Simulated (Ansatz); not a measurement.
# ScSn7O16: the cost of one run

Method: DFT, PBE, plane-wave PAW, default files, scalar-relativistic, as far as a step names no other, in Ansatz 0.2.0.

### Step 1. The starting structure

Symmetry: Fmmm, No. 69, orthorhombic system. Conventional cell: a = 6.373 Å, b = 13.401 Å, c = 13.401 Å, α = 90.00°, β = 90.00°, γ = 90.00°. Sc (site symmetry mmm) is surrounded by 6 O at 2.05 to 2.06 Å. Sn (site symmetry mmm) is surrounded by 6 O at 2.05 to 2.06 Å. Around Sn (site symmetry 2/m) lie 6 O at 2.05 to 2.06 Å. O (site symmetry mm2) is surrounded by 2 Sn at 2.05 Å and 1 Sc at 2.06 Å. O (site symmetry mm2) has 3 Sn at 2.05 to 2.06 Å as nearest neighbours. Around O (site symmetry m) lie 3 Sn at 2.05 to 2.06 Å. Only part of the 10 independent sites is listed.

Coordinates:

```cif
data_structure
_symmetry_space_group_name_H-M 'Fmmm'
_symmetry_Int_Tables_number 69
_cell_length_a 6.3730
_cell_length_b 13.4011
_cell_length_c 13.4011
_cell_angle_alpha 90.000
_cell_angle_beta 90.000
_cell_angle_gamma 90.000
_cell_volume 1144.52
loop_
_atom_site_label
_atom_site_type_symbol
_atom_site_symmetry_multiplicity
_atom_site_Wyckoff_symbol
_atom_site_fract_x
_atom_site_fract_y
_atom_site_fract_z
_atom_site_occupancy
Sc1 Sc 4 a 0.00000 0.00000 0.00000 1
Sn1 Sn 4 b 0.50000 0.00000 0.00000 1
Sn2 Sn 8 c 0.00000 0.25000 0.25000 1
Sn3 Sn 8 d 0.25000 0.00000 0.25000 1
Sn4 Sn 8 e 0.75000 0.25000 0.00000 1
O1 O 8 i 0.50000 0.00000 0.34645 1
O2 O 8 i 0.00000 0.00000 0.34645 1
O3 O 16 m 0.00000 0.25000 0.09645 1
O4 O 16 k 0.75000 0.34645 0.25000 1
O5 O 16 o 0.75000 0.09645 0.00000 1
```

Atom 1 of the input is the impurity.

### Step 2. Single point at the given positions

Input file input.yaml:

```yaml
crystal:
  lattice:
    - [-4.738, 4.738, 3.1865]
    - [4.738, -4.738, 3.1865]
    - [4.738, 4.738, -3.1865]
  atoms:
    - { symbol: Sc, position: [0.0, 0.0, 0.0], spin: 1.0 }
    - { symbol: Sn, position: [0.5, 0.5, 0.0] }
    - { symbol: Sn, position: [0.5, 0.0, 0.5] }
    - { symbol: Sn, position: [0.0, 0.5, 0.5] }
    - { symbol: Sn, position: [0.5, 0.5, 0.5] }
    - { symbol: Sn, position: [0.0, 0.0, 0.5] }
    - { symbol: Sn, position: [0.0, 0.5, 0.0] }
    - { symbol: Sn, position: [0.5, 0.0, 0.0] }
    - { symbol: O, position: [0.15355, 0.15355, 0.3071] }
    - { symbol: O, position: [0.65355, 0.65355, 0.3071] }
    - { symbol: O, position: [0.65355, 0.15355, 0.8071] }
    - { symbol: O, position: [0.15355, 0.65355, 0.8071] }
    - { symbol: O, position: [0.65355, 0.34645, 0.5] }
    - { symbol: O, position: [0.15355, 0.84645, 0.5] }
    - { symbol: O, position: [0.15355, 0.34645, 0.0] }
    - { symbol: O, position: [0.65355, 0.84645, 0.0] }
    - { symbol: O, position: [0.34645, 0.34645, 0.6929] }
    - { symbol: O, position: [0.84645, 0.84645, 0.6929] }
    - { symbol: O, position: [0.84645, 0.34645, 0.1929] }
    - { symbol: O, position: [0.34645, 0.84645, 0.1929] }
    - { symbol: O, position: [0.34645, 0.65355, 0.5] }
    - { symbol: O, position: [0.84645, 0.15355, 0.5] }
    - { symbol: O, position: [0.84645, 0.65355, 0.0] }
    - { symbol: O, position: [0.34645, 0.15355, 0.0] }
magnetization:
  spin_polarized: true
kpoints:
  mp_grid: { grid: [4, 4, 4] }
scf:
  occupations: { method: fermi_dirac, width: 0.01 }
hamiltonian:
  xc: pbe
  pseudopotentials: { kind: paw }
output:
  forces: true
  stress: true
  populations: true
  efg:
    quadrupole_moments_barn: { Sc: -0.22, Sn: -0.132, O: -0.02558 }
    contact_densities: true
```

The run is started by

```bash
$ ansatz run input.yaml --threads 4 --pin off --max-ram 8192MiB --backend cpu --events-out ev --progress --plain --runs-dir out
```

Q: Estimate wall time and peak memory on 4 threads of Arm Neoverse V2, shared host.

About 43 s, with a peak of 1.8 GiB.
